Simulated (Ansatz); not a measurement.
# C2H6OSn, SMILES C=C[O][SnH3]: a rigid scan of one bond length

With Ansatz 0.2.0 through its Python package.

At the Python prompt:
```pycon
>>> import ansatz as az
>>> from ase import Atoms
>>> import numpy as np
>>> atoms = Atoms(["C", "C", "O", "Sn", "H", "H", "H", "H", "H", "H"], positions=[
...     (1.3447, 0.9784, -0.1192),
...     (0.1747, 1.3471, 0.5152),
...     (-0.9571, 0.4965, 0.617),
...     (-0.9717, -1.3519, -0.1441),
...     (2.1144, 1.7251, -0.1998),
...     (1.4231, 0.0815, -0.6152),
...     (0.1424, 2.3286, 0.9823),
...     (0.2668, -2.3371, 0.5295),
...     (-2.6005, -2.0402, 0.2925),
...     (-0.8536, -1.2792, -1.8553),
... ])
>>> geometry = az.Crystal.molecule_from_ase(atoms)
>>> symbols = [site.symbol for site in geometry.cartesian_sites]
>>> start = np.array([site.position_ang for site in geometry.cartesian_sites])
>>> axis = (start[6] - start[1]) / np.linalg.norm(start[6] - start[1])
>>> moving = [6]
>>> lengths, energies = [0.957, 1.0, 1.044, 1.087, 1.131, 1.174, 1.218, 1.283], []
>>> for length in lengths:
...     xyz = start.copy()
...     xyz[moving] += (length - np.linalg.norm(start[6] - start[1])) * axis
...     point = az.Crystal.molecule()
...     for symbol, xyz in zip(symbols, xyz):
...         point = point.atom(symbol, xyz.tolist())
...     base = (
...         point.calculation()
...         .basis(gaussian="def2-SVP")
...         .functional("CAM-B3LYP")
...     )
...     rep = base.run(threads=1, backend="cpu").report
...     energies.append(rep["free_energy_ev"])
...     print(f"r = {length:6.3f} A  E = {energies[-1]:.5f} eV  <S^2> = {abs(rep['mean_field']['state']['spin_squared']):.3f}")
...
r =  0.957 A  E = -10042.39326 eV  <S^2> = 0.000
r =  1.000 A  E = -10042.64080 eV  <S^2> = 0.000
r =  1.044 A  E = -10042.77960 eV  <S^2> = 0.000
r =  1.087 A  E = -10042.82707 eV  <S^2> = 0.000
r =  1.131 A  E = -10042.80502 eV  <S^2> = 0.000
r =  1.174 A  E = -10042.72968 eV  <S^2> = 0.000
r =  1.218 A  E = -10042.61013 eV  <S^2> = 0.000
r =  1.283 A  E = -10042.37601 eV  <S^2> = 0.000
>>> # quartic fit about the minimum
>>> fit = np.polynomial.Polynomial.fit(lengths, np.array(energies) - min(energies), 4).convert()
>>> roots = [r.real for r in fit.deriv().roots() if abs(r.imag) < 1e-9 and fit.deriv(2)(r.real) > 0]
>>> r_e = min(roots, key=lambda r: abs(r - lengths[int(np.argmin(energies))]))
>>> print(f"minimum of the fit at {r_e:.4f} A, force constant {fit.deriv(2)(r_e):.2f} eV/A^2")
minimum of the fit at 1.0936 A, force constant 35.59 eV/A^2
```

Total energies depend on the basis set; only differences at equal settings carry meaning. The rest of the molecule is held rigid at a force-field or estimated start geometry, and the basis set is modest; single-reference methods fail as a bond breaks. def2 sets replace the cores of elements past krypton by effective core potentials. The orbitals are restricted, so S² is zero by construction. The whole script took 26 s on 1 thread of Arm Neoverse V1, on a shared host, peak memory 0.27 GiB.

(Lines on the test bed's own set-up are left out of the output.)
